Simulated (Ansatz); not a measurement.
Run this with the Ansatz DFT code, driven from Python and show what comes out.

Script `cas.py`:
```python
import ansatz as az

BASIS = 'def2-SVP'

geometry_ang = [
    ('N', (-0.3822, 0.7968, -0.5783)),
    ('As', (-0.3662, -0.466, 0.7913)),
    ('O', (1.2594, -1.0519, 0.2355)),
    ('H', (-0.6109, 0.3476, -1.4719)),
    ('H', (-1.2279, 1.4683, -0.3834)),
    ('H', (0.2636, 0.5702, 1.7996)),
    ('H', (1.1254, -1.7329, -0.4385)),
]
mol = az.Crystal.molecule()
for symbol, xyz in geometry_ang:
    mol = mol.atom(symbol, xyz)

calc = mol.calculation()
calc = calc.basis(gaussian=BASIS).correlation(active_electrons=4, active_orbitals=4)
for method in ['sc_nevpt2']:
    report = (calc if method is None else calc.correlation(method)).run(threads=1).report
    space = report['configurations']
    state = space['states'][0]
    print(method or 'casscf', f'total {report["free_energy_ev"] / 27.211386246:.6f} Ha, active-space state {state["energy"]["hartree"]:.6f} Ha, mean field {report["reference_energy_ev"] / 27.211386246:.6f} Ha')
    print('  determinants', state['n_determinants'], ' natural occupations', [round(n, 3) for n in space['natural_occupations']])
```

```console
$ python cas.py
RunWarning: the results are in doubt because another end's mean lies 0.421 eV lower, and its corrected mean 0.123 eV higher
sc_nevpt2 total -2366.027320 Ha, active-space state -2365.469253 Ha, mean field -2365.430657 Ha
  determinants 36  natural occupations [1.975, 1.973, 0.027, 0.025]
```
(Warnings from the package without file and line.)

The settings weren't tested for convergence. The geometry is a force-field or estimated start, not a minimum of this method, and the basis set is short of its limit. The active space starts as a window about the frontier orbitals and is then optimised, not chosen by chemistry. A lower CASSCF solution was found and passed over, so the printed active-space state isn't the lowest. Wall time of the script: 10 s on 1 thread of Arm Neoverse V2, with other jobs on the host, peak memory 0.22 GiB.

(Lines on the test bed's own set-up are left out of the output.)
